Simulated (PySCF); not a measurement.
**[La(SH)4]−: other functionals and bases at one geometry**

How far do other levels of theory move the description of [La(SH)4]−, and what does each cost? It is a constructed species; whether it can be made isn't addressed.

Method: several levels, as the steps say, no spin–orbit coupling; program: PySCF 2.14.0.

1 further run of the same task is left out (for a known fault of the program).

**1. The starting structure**

9 atoms, charge -1, spin multiplicity 1.

Bond lengths: La1–S2 2.793 Å, La1–S4 2.793 Å, La1–S6 2.793 Å, La1–S8 2.793 Å, S2–H3 1.355 Å, S4–H5 1.355 Å, S6–H7 1.355 Å, S8–H9 1.355 Å. Angles: S2–La1–S4 111.5°, S2–La1–S6 108.5°, S2–La1–S8 108.5°, S4–La1–S6 108.5°, S4–La1–S8 108.5°, S6–La1–S8 111.5°, La1–S2–H3 89.6°, La1–S4–H5 89.6°, La1–S6–H7 89.6°, La1–S8–H9 89.6°.

As a file:

```csv
atom,x (Å),y (Å),z (Å)
La1,0.0000,0.0000,0.0000
S2,1.7569,1.4979,1.5726
H3,2.7901,1.0731,0.8059
S4,-1.7569,-1.4979,1.5726
H5,-2.7901,-1.0731,0.8059
S6,1.4978,-1.7569,-1.5726
H7,1.0729,-2.7900,-0.8060
S8,-1.4978,1.7569,-1.5726
H9,-1.0729,2.7900,-0.8060
```

Formal oxidation states: La +3. The 4f shell is empty and lies in the core potential. An earlier session relaxed this geometry at PBE0, La lcecp-1-SVP with ECP46, S def2-SVP, H def2-SVP (singlet, point group S4).

At PBE0 on the finer grid: E = -1625.999572 Eh, HOMO -3.10 eV, LUMO 2.67 eV, Mulliken charge on La1 +0.65 e, largest force component 0.006 eV/Å. The large-core potential holds the 4f shell empty.

Levels to run: wB97X; TPSS; PBE0, TZVP. Hardware: 2 threads of AMD EPYC 7R43 (Zen 3), shared host.

**2. wB97X**

run.py (the lines that set the calculation)

```python
mol = gto.M(atom='''
La     0.00000     0.00000     0.00002
S      1.75685     1.49789     1.57261
H      2.79009     1.07307     0.80594
S     -1.75685    -1.49789     1.57261
H     -2.79009    -1.07307     0.80594
S      1.49777    -1.75685    -1.57262
H      1.07285    -2.79004    -0.80595
S     -1.49777     1.75685    -1.57262
H     -1.07285     2.79004    -0.80595''',
    basis={'La': 'lcecp-1-SVP', 'S': 'def2-SVP', 'H': 'def2-SVP'},
    ecp={'La': 'lcecp-1-SVP'},
    charge=-1, spin=0)
mf = dft.RKS(mol, xc='WB97X')
mf.grids.atom_grid = (75, 302)  # f atoms: unpruned, at least (60, 302)
mf = mf.density_fit()  # fitting sets: La AutoAux, S def2-universal-JKFIT, H def2-universal-JKFIT
mf.conv_tol = 1e-08; mf.max_cycle = 55
mf.kernel(dm0)  # dm0: the density of the relaxed state
```

On the command line:

```
OMP_NUM_THREADS=2 python run.py
```

Standard output:

```text
init E= -1626.54850245382
  HOMO = -0.199556270392182  LUMO = 0.153199157152624  gap/eV = 9.59896
cycle= 1 E= -1626.55266853359  delta_E= -0.00417  |g|= 0.0367  |ddm|= 0.221
  HOMO = -0.198394491919863  LUMO = 0.151249678254402  gap/eV = 9.51430
cycle= 2 E= -1626.55305376779  delta_E= -0.000385  |g|= 0.0221  |ddm|= 0.112
  HOMO = -0.199821062399551  LUMO = 0.151772139843505  gap/eV = 9.56734
cycle= 3 E= -1626.55323220278  delta_E= -0.000178  |g|= 0.00412  |ddm|= 0.0403
  HOMO = -0.200001441098457  LUMO = 0.151540853183565  gap/eV = 9.56595
cycle= 4 E= -1626.55324282303  delta_E= -1.06e-05  |g|= 0.000413  |ddm|= 0.0126
  HOMO = -0.199974788962332  LUMO = 0.151542082755544  gap/eV = 9.56526
cycle= 5 E= -1626.55324304194  delta_E= -2.19e-07  |g|= 0.000142  |ddm|= 0.00177
  HOMO = -0.199990357215994  LUMO = 0.151531649292842  gap/eV = 9.56540
cycle= 6 E= -1626.55324306618  delta_E= -2.42e-08  |g|= 3.44e-05  |ddm|= 0.000624
  HOMO = -0.199985153201424  LUMO = 0.15153386316106  gap/eV = 9.56532
cycle= 7 E= -1626.55324306758  delta_E= -1.4e-09  |g|= 1.01e-05  |ddm|= 0.000153
  HOMO = -0.199986196173302  LUMO = 0.151533130257246  gap/eV = 9.56533
Extra cycle  E= -1626.5532430677  delta_E= -1.22e-10  |g|= 4.46e-06  |ddm|= 3.69e-05
converged SCF energy = -1626.5532430677
```

It took 12 s on 2 threads of AMD EPYC 7R43 (Zen 3), shared host.

Result: E = -1626.553243 Eh, HOMO -5.44 eV, LUMO 4.12 eV, Mulliken charge on La1 +0.68 e, largest force component 0.117 eV/Å. The large-core potential holds the 4f shell empty.

**3. TPSS**

run.py (the lines that set the calculation), as its differences from that of step 2:

```diff
@@ -13,3 +13,3 @@
     charge=-1, spin=0)
-mf = dft.RKS(mol, xc='WB97X')
+mf = dft.RKS(mol, xc='TPSS')
 mf.grids.atom_grid = (75, 302)  # f atoms: unpruned, at least (60, 302)
```

On the command line:

```
OMP_NUM_THREADS=2 python run.py
```

Standard output:

```text
init E= -1626.66765345503
  HOMO = -0.0741812639916979  LUMO = 0.0823954810175133  gap/eV = 4.26067
cycle= 1 E= -1626.66890420039  delta_E= -0.00125  |g|= 0.0307  |ddm|= 0.156
  HOMO = -0.0753324820114332  LUMO = 0.0849117058483566  gap/eV = 4.36047
cycle= 2 E= -1626.66792961404  delta_E= 0.000975  |g|= 0.0578  |ddm|= 0.148
  HOMO = -0.074185458717511  LUMO = 0.0835334481976998  gap/eV = 4.29175
cycle= 3 E= -1626.66924748578  delta_E= -0.00132  |g|= 0.00354  |ddm|= 0.102
  HOMO = -0.0741143053911521  LUMO = 0.0836317486159325  gap/eV = 4.29249
cycle= 4 E= -1626.66925212875  delta_E= -4.64e-06  |g|= 0.00108  |ddm|= 0.00605
  HOMO = -0.074202661488727  LUMO = 0.0835800094359889  gap/eV = 4.29349
cycle= 5 E= -1626.6692525242  delta_E= -3.95e-07  |g|= 0.000129  |ddm|= 0.00176
  HOMO = -0.0742032961691459  LUMO = 0.0835849723697396  gap/eV = 4.29364
cycle= 6 E= -1626.66925253115  delta_E= -6.95e-09  |g|= 2.24e-05  |ddm|= 0.000272
  HOMO = -0.0742013226234472  LUMO = 0.0835860407534586  gap/eV = 4.29361
Extra cycle  E= -1626.6692525312  delta_E= -4.59e-11  |g|= 1.91e-05  |ddm|= 5.69e-05
converged SCF energy = -1626.6692525312
```

Wall time 13 s (2 threads of AMD EPYC 7R43 (Zen 3), shared host).

It gives: E = -1626.669253 Eh, HOMO -2.02 eV, LUMO 2.27 eV, Mulliken charge on La1 +0.63 e, largest force component 0.176 eV/Å. The large-core potential holds the 4f shell empty.

**4. PBE0, TZVP**

Basis: La lcecp-1-TZVP with ECP46, S def2-TZVP, H def2-TZVP. 

run.py (the lines that set the calculation), as its differences from that of step 3:

```diff
@@ -10,6 +10,6 @@
 H     -1.07285     2.79004    -0.80595''',
-    basis={'La': 'lcecp-1-SVP', 'S': 'def2-SVP', 'H': 'def2-SVP'},
-    ecp={'La': 'lcecp-1-SVP'},
+    basis={'La': 'lcecp-1-TZVP', 'S': 'def2-TZVP', 'H': 'def2-TZVP'},
+    ecp={'La': 'lcecp-1-TZVP'},
     charge=-1, spin=0)
-mf = dft.RKS(mol, xc='TPSS')
+mf = dft.RKS(mol, xc='PBE0')
 mf.grids.atom_grid = (75, 302)  # f atoms: unpruned, at least (60, 302)
@@ -17,2 +17,2 @@
 mf.conv_tol = 1e-08; mf.max_cycle = 55
-mf.kernel(dm0)  # dm0: the density of the relaxed state
+mf.kernel(dm0)  # dm0: free metal ions and neutral atoms
```

On the command line:

```
OMP_NUM_THREADS=2 python run.py
```

Standard output:

```text
init E= -1652.8090669801
  HOMO = -0.055822318458655  LUMO = 0.0928876773737961  gap/eV = 4.04661
cycle= 1 E= -1626.13256785079  delta_E= 26.7  |g|= 2.41  |ddm|= 2.97
  HOMO = -0.204744574056869  LUMO = 0.0818831657224229  gap/eV = 7.79954
cycle= 2 E= -1626.14930934803  delta_E= -0.0167  |g|= 1.56  |ddm|= 2.31
  HOMO = -0.108162618007711  LUMO = 0.0660301744302409  gap/eV = 4.74003
cycle= 3 E= -1626.46430074698  delta_E= -0.315  |g|= 0.498  |ddm|= 1.76
  HOMO = -0.115252901262732  LUMO = 0.0973932665260035  gap/eV = 5.78640
cycle= 4 E= -1626.54793958628  delta_E= -0.0836  |g|= 0.0797  |ddm|= 0.672
  HOMO = -0.124994345031157  LUMO = 0.0913233842964942  gap/eV = 5.88631
cycle= 5 E= -1626.55019601653  delta_E= -0.00226  |g|= 0.0244  |ddm|= 0.148
  HOMO = -0.122318671531599  LUMO = 0.0929147914865751  gap/eV = 5.85680
cycle= 6 E= -1626.55038283434  delta_E= -0.000187  |g|= 0.00451  |ddm|= 0.029
  HOMO = -0.122204871510914  LUMO = 0.093017420528289  gap/eV = 5.85650
cycle= 7 E= -1626.5503884957  delta_E= -5.66e-06  |g|= 0.000889  |ddm|= 0.0051
  HOMO = -0.12222677374229  LUMO = 0.0930230923103317  gap/eV = 5.85725
cycle= 8 E= -1626.55038870572  delta_E= -2.1e-07  |g|= 0.000317  |ddm|= 0.000946
  HOMO = -0.122230258150378  LUMO = 0.0930177006165764  gap/eV = 5.85720
cycle= 9 E= -1626.55038874403  delta_E= -3.83e-08  |g|= 4.35e-05  |ddm|= 0.000578
  HOMO = -0.122231153454004  LUMO = 0.0930160653724268  gap/eV = 5.85718
cycle= 10 E= -1626.55038874475  delta_E= -7.17e-10  |g|= 6.96e-06  |ddm|= 5.32e-05
  HOMO = -0.12223113078063  LUMO = 0.0930159959955768  gap/eV = 5.85717
Extra cycle  E= -1626.55038874475  delta_E= -7.73e-12  |g|= 5.23e-06  |ddm|= 1.18e-05
converged SCF energy = -1626.55038874475
```

Wall time 22 s (2 threads of AMD EPYC 7R43 (Zen 3), shared host).

It gives: E = -1626.550389 Eh, HOMO -3.33 eV, LUMO 2.53 eV, Mulliken charge on La1 +1.19 e, largest force component 0.177 eV/Å. The large-core potential holds the 4f shell empty.

**5. All levels side by side**

| level | state | HOMO (eV) | gap (eV) | charge on La1 (e) | dipole (D) | largest force (eV/Å) | basis functions | time |
| --- | --- | --- | --- | --- | --- | --- | --- | --- |
| PBE0 (relaxed here) | singlet | -3.10 | 5.77 | 0.65 | 0.00 | 0.01 | 125 | 25 s |
| wB97X | singlet | -5.44 | 9.57 | 0.68 | 0.00 | 0.12 | 125 | 12 s |
| TPSS | singlet | -2.02 | 4.29 | 0.63 | 0.00 | 0.18 | 125 | 13 s |
| PBE0, TZVP | singlet | -3.33 | 5.86 | 1.19 | 0.00 | 0.18 | 219 | 22 s |

Times are on 2 threads of AMD EPYC 7R43 (Zen 3), shared host; the first row also made further properties. The dipole of a charged species depends on the origin, so these sizes hold for this origin alone.

In one basis the HOMO–LUMO gap runs from 4.29 eV (TPSS) to 9.57 eV (wB97X). The largest leftover force, 0.18 eV/Å with PBE0, TZVP, stands at a geometry relaxed at another level. The Mulliken charge on La spans +0.63 to +1.19 e over the levels. With 4f in the core, its levels are missing from HOMO and gap. Total energies of different levels can't be compared. Spin–orbit coupling is left out throughout.
